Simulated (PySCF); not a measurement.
# C7H6O: the cost of one run

Method: levels as typed in each script, gas phase, geometry from GFN2-xTB; program: PySCF 2.14.0.

**1. The system as given**

SMILES `O=C1C=CC=CC=C1`, 14 atoms, charge 0, spin multiplicity 1.

Bond lengths: O1–C2 1.226 Å, C2–C3 1.461 Å, C2–C8 1.461 Å, C3–C4 1.351 Å, C3–H9 1.084 Å, C4–C5 1.421 Å, C4–H10 1.084 Å, C5–C6 1.357 Å, C5–H11 1.083 Å, C6–C7 1.421 Å, C6–H12 1.083 Å, C7–C8 1.351 Å, C7–H13 1.084 Å, C8–H14 1.084 Å. Angles: O1–C2–C3 119.3°, O1–C2–C8 119.3°, C3–C2–C8 121.4°, C2–C3–C4 131.4°, C2–C3–H9 111.3°, C4–C3–H9 117.3°, C3–C4–C5 129.6°, C3–C4–H10 116.2°, C5–C4–H10 114.2°, C4–C5–C6 128.2°, C4–C5–H11 114.9°, C6–C5–H11 116.9°, C5–C6–C7 128.2°, C5–C6–H12 116.9°, C7–C6–H12 114.9°, C6–C7–C8 129.6°, C6–C7–H13 114.2°, C8–C7–H13 116.2° and more.

Geometry (Å):

```xyz
14
C7H6O
O     2.5450   -0.0001    0.0000
C     1.3195    0.0000    0.0000
C     0.6050    1.2744    0.0000
C    -0.7156    1.5581    0.0000
C    -1.8318    0.6784    0.0000
C    -1.8319   -0.6783    0.0000
C    -0.7157   -1.5581    0.0000
C     0.6049   -1.2745    0.0000
H     1.2941    2.1117    0.0000
H    -0.9794    2.6100    0.0000
H    -2.7978    1.1680    0.0000
H    -2.7980   -1.1678    0.0000
H    -0.9796   -2.6099    0.0000
H     1.2939   -2.1118    0.0000
```

**2. Ring currents (B3LYP/cc-pvdz)**

input.py reads:

```python
import numpy as np
from pyscf import gto, scf, dft
from pyscf.prop import nmr
from pyscf.data import nist

def solve(mol, dm0=None, hcore=None):
    mf = (dft.UKS if mol.spin else dft.RKS)(mol, xc='b3lyp')
    mf.grids.level = 3
    mf.conv_tol, mf.max_cycle = 1e-8, 80
    if hcore is not None:
        mf.get_hcore = lambda *args: hcore
    mf.kernel(dm0)
    if not mf.converged:
        mf = mf.newton().run(mf.mo_coeff, mf.mo_occ, max_cycle=30)
    assert mf.converged, 'SCF not converged'
    return mf

mol = gto.M(atom='''
O      2.54499    -0.00005     0.00000
C      1.31947     0.00001     0.00000
C      0.60503     1.27440     0.00000
C     -0.71555     1.55811     0.00000
C     -1.83180     0.67839     0.00000
C     -1.83187    -0.67826     0.00000
C     -0.71570    -1.55809     0.00000
C      0.60490    -1.27450     0.00000
H      1.29414     2.11167     0.00000
H     -0.97939     2.61000     0.00000
H     -2.79785     1.16803     0.00000
H     -2.79796    -1.16781     0.00000
H     -0.97964    -2.60995     0.00000
H      1.29394    -2.11184     0.00000
''', basis='cc-pvdz', charge=0, spin=0, verbose=4)
mf = solve(mol)
vxc = nmr.rks.get_vxc_giao  # smaller grid blocks
nmr.rks.get_vxc_giao = lambda *a, **k: vxc(*a, **{**k, 'max_memory': 300})
calc = nmr.RKS(mf)
calc.cphf = True
nuclei = calc.kernel()
mo1 = calc.mo10
# ring centres and points 1 angstrom above and below them
points = np.array([
    [-0.3665, 0.0000, 0.0000],
    [-0.3665, 0.0000, 1.0000],
    [-0.3665, 0.0000, -1.0000],
]) / nist.BOHR
mol.atom_coord = lambda i, unit='Bohr': points[i]
idx = range(len(points))
sigma = (calc.dia(shielding_nuc=idx) + calc.para(mo10=mo1, shielding_nuc=idx)[0]) * nist.ALPHA**2 * 1e6
for p, t in zip(points, sigma):
    print('NICS at %8.4f %8.4f %8.4f  %8.2f ppm' % (*(p * nist.BOHR), -t.trace() / 3))
occ = mf.mo_coeff[:, mf.mo_occ > 0]
dm1 = np.array([mf.mo_coeff @ (2 * x) @ occ.T for x in mo1])
np.savez('result.npz', sigma=sigma, nuclei=nuclei, dm0=mf.make_rdm1(), dm1=dm1, e=mf.e_tot, eps=mf.mo_energy, occ=mf.mo_occ)
```

Command:

```sh
$ OMP_NUM_THREADS=1 python input.py
```

**Question.** How long does this run take on 1 thread of AMD EPYC 9R45 (Zen 5), shared host, and how much memory does it need?

About 29 s, with a peak of 0.99 GiB.
